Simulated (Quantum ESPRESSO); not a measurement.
TaAs under changes of volume

One of the cells (17.396 Å³/atom); the others are scaled copies at fixed shape and fractional positions:

```xyz
4
Lattice="-1.7218 1.7218 5.8679 1.7218 -1.7218 5.8679 1.7218 1.7218 -5.8679" Properties=species:S:1:pos:R:3 pbc="T T T"
Ta    0.0000    0.0000    5.8676
Ta    1.7218    0.0000    2.9336
As    0.0000    0.0000    0.9698
As    0.0000    1.7218    3.9037
```

The cell is a database's computed one.

```yaml
Program: Quantum ESPRESSO 7.5
Functional: PBEsol
Potentials_or_basis: GBRV 1.5 PBEsol
Cutoff: 762 eV
Density_cutoff: 6095 eV
k_mesh: 11 × 11 × 11
Occupations: fermi-dirac, width 0.05 eV
Spin: no spin polarisation
```

```tsv
volume (Å³/atom)	energy over the lowest point (meV/atom)	pressure (GPa)	largest force (eV/Å)
16.353	21.71	9.6	0.056
16.700	?	?	?
17.048	0.00	0.6	0.032
17.396	2.71	-3.2	0.021
17.744	13.21	-6.6	0.012
18.092	30.69	-9.6	0.003
18.440	54.42	-12.3	0.005
```

Problem. What does the run at 16.700 Å³/atom give?

Solution. Energy over the lowest point 6.00 meV/atom; pressure 4.9 GPa; largest force 0.043 eV/Å.

Worked out: A Birch-Murnaghan fit of order 3 (a polynomial in V^(-2/3)) to the other rows has its minimum at 17.11 Å³/atom with B0 = V·E''(V) = 193 GPa and B' = 4.5 at fixed shape and positions, which overstates the stiffness. It gives 6.01 meV/atom at 16.700 Å³/atom, against the run's 6.00, and -dE/dV = 4.9 GPa, against 4.9.

Energies are extrapolated to zero smearing.
